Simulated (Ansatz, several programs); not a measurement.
NaI (started from an entry of an open crystallographic database), relaxed with PBE in Ansatz (plane waves, PAW): space group Fm-3m (No. 225), cubic; conventional cell a = 6.528 Å, 34.78 Å³ an atom. Na has 6 I at 3.26 Å; I has 6 Na at 3.26 Å. The cell was then scaled with its shape and fractional coordinates held. Calculated for a static, non-magnetic cell.

```csv
V (Å³/atom),E (meV/atom)
32.690,6.77
34.777,0.00
35.820,1.35
36.863,5.21
```

Problem. Pass a cubic E = c₀ + c₁u + c₂u² + c₃u³, with u = V − 35.038 Å³, through these points.

Solution. c₀ = 0.08, c₁ = +0.640, c₂ = 1.320, c₃ = -0.0710 (meV and Å³).

Problem. Where is the minimum, and what bulk modulus follows?

Solution. dE/du = 0 at u = -0.238, so V₀ = 34.80 Å³. B = V₀ d²E/dV² = 34.80 × (2c₂ + 6c₃u) = 34.80 × 2.742 = 95 meV/Å³, and 1 meV/Å³ is 0.16022 GPa: 15 GPa. A third-order Birch-Murnaghan fit to all five points gives 34.79 Å³ and 15 GPa.

Problem. Predict the energy and the pressure at the withheld volume, 33.733 Å³.

Solution. With u = -1.305: E ≈ 1.65 meV and P = −dE/dV ≈ +0.51 GPa. The run gives 1.62 meV and, from its stress, +0.50 GPa.
